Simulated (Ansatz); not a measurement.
**InPd: how the settings move a relaxation**

Aim: see which settings change the result for InPd, by how much, and at what cost.

Computed with Ansatz 0.2.0 (reference: DFT, r2SCAN, PAW with Ansatz's default frozen-core files, scalar-relativistic; relaxation of cell and atoms, unless a step's input says otherwise).

## (1) The system as given

It takes space group Pm-3m (No. 221, cubic). Conventional cell: a = 3.272 Å, b = 3.272 Å, c = 3.272 Å, α = 90.00°, β = 90.00°, γ = 90.00°. Around In (site symmetry m-3m) lie 8 Pd at 2.83 Å. Around Pd (site symmetry m-3m) lie 8 In at 2.83 Å.

As a file:

```
In Pd
1.0
     3.27188    0.00000    0.00000
     0.00000    3.27188    0.00000
     0.00000    0.00000    3.27188
In Pd
1 1
Direct
  0.00000 0.00000 0.00000
  0.50000 0.50000 0.50000
```

## (2) Baseline

Input file input.yaml:

```yaml
crystal:
  lattice:
    - [3.27188478, 0.0, 0.0]
    - [0.0, 3.27188478, 0.0]
    - [0.0, 0.0, 3.27188478]
  atoms:
    - { symbol: In, position: [0.0, 0.0, 0.0] }
    - { symbol: Pd, position: [0.5, 0.5, 0.5] }
kpoints:
  mp_grid: { grid: [14, 14, 14] }
scf:
  occupations: { method: fermi_dirac, width: 0.1 }
hamiltonian:
  xc: r2scan
  pseudopotentials: { kind: paw }
relax:
  f_tol: 0.002
  max_steps: 80
  cell: {}
output:
  forces: true
  stress: true
```

On the command line:

```
ansatz run input.yaml --threads 1 --pin off --max-ram 2560MiB --backend cpu --events-out ev --progress --plain --runs-dir out
```

## (3) Variant: occupations.method gaussian, occupations.width 0.005

input.yaml, as its differences from that of step 2:

```diff
@@ -11,3 +11,3 @@
 scf:
-  occupations: { method: fermi_dirac, width: 0.1 }
+  occupations: { method: gaussian, width: 0.005 }
 hamiltonian:
```

**Question.** What will these runs give? Wanted: for each run, ending; energy change; pressure; gap; force.

**Answer**, as computed:

| run | ending | energy change | pressure (GPa) | gap (eV) | force (eV/Å) | cycles | time |
| --- | --- | --- | --- | --- | --- | --- | --- |
| reference | converged | 0 | 0.0 | 0.00 | 0.00 | 28 | 35 s |
| 1: occupations.method gaussian, occupations.width 0.005 | converged | -0.2 meV/atom (σ→0) | 0.0 | 0.00 | 0.00 | - | 34 s |

Changing the smearing hardly moves the energy: -0.2 meV/atom.
